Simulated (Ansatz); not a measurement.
# Na2Pd: the cost of one run

Computed with Ansatz 0.2.0 (DFT PBE, scalar-relativistic, plane waves, PAW, unless a step names another level, unless a step's input says otherwise).

3 further runs of the same task are left out: 1 that didn't finish, 2 set aside as unsound or not needed.

**1. The starting structure**

Symmetry: P-3m1, No. 164, trigonal system. Conventional cell: a = 3.131 Å, b = 3.131 Å, c = 7.965 Å, α = 90.00°, β = 90.00°, γ = 120.00°. Na (site symmetry 3m) has 3 Pd at 2.91 Å and 6 Na at 3.13 Å as nearest neighbours. Around Pd (site symmetry -3m) lie 6 Na at 2.91 Å and 6 Pd at 3.13 Å.

As a file:

```
Na Pd
1.0
     3.13084    0.00000    0.00000
    -1.56542    2.71139    0.00000
     0.00000    0.00000    7.96545
Na Pd
2 1
Direct
  0.33333 0.66667 0.28639
  0.66667 0.33333 0.71361
  0.00000 0.00000 0.00000
```

The cell was relaxed beforehand at this level, from a generated guess; it is a trial structure. At a tolerance of 0.05 Å it has space group P-3m1 (No. 164); it has 22.54 Å³/atom, an uncorrected energy of +0.04 eV/atom over the elements.

**2. Static run: bands, density of states and charges**

input.yaml

```yaml
crystal:
  lattice:
    - [3.1308389947, 0.0, 0.0]
    - [-1.5654194974, 2.7113861046, 0.0]
    - [0.0, 0.0, 7.9654484]
  atoms:
    - { symbol: Na, position: [0.3333333333, 0.6666666667, 0.286386] }
    - { symbol: Na, position: [0.6666666667, 0.3333333333, 0.713614] }
    - { symbol: Pd, position: [0.0, 0.0, 0.0] }
basis:
  ecutwfc: 420
kpoints:
  mp_grid: { grid: [18, 18, 6] }
  band_path:
    path:
      - [[0.0, 0.0, 0.0], [0.5, 0.0, 0.0], [0.33333333, 0.33333333, 0.0], [0.0, 0.0, 0.0], [0.0, 0.0, 0.5], [0.5, 0.0, 0.5], [0.33333333, 0.33333333, 0.5], [0.0, 0.0, 0.5]]
      - [[0.5, 0.0, 0.5], [0.5, 0.0, 0.0]]
      - [[0.33333333, 0.33333333, 0.5], [0.33333333, 0.33333333, 0.0]]
    npoints: 14
hamiltonian:
  xc: pbe
scf:
  occupations: { method: gaussian, width: 0.1 }
  n_extra_bands: 7
output:
  forces: true
  stress: true
  eigenvalues: true
  populations: true
  dos: { projected: true, de: 0.02, nscf_kmesh: { grid: [22, 22, 8] } }
  bader: true
  write_density: true
  write_potential: true
  elf: true
  volumetric_format: npy
```

Launch:

```
> ansatz run input.yaml --threads 1 --pin off --max-ram 3072MiB --backend cpu --events-out ev --progress --plain --runs-dir out
```

**Question.** How long does this run take on 1 thread of Arm Neoverse V1, shared host, and how much memory does it need?

About 57 s, with a peak of 0.63 GiB.
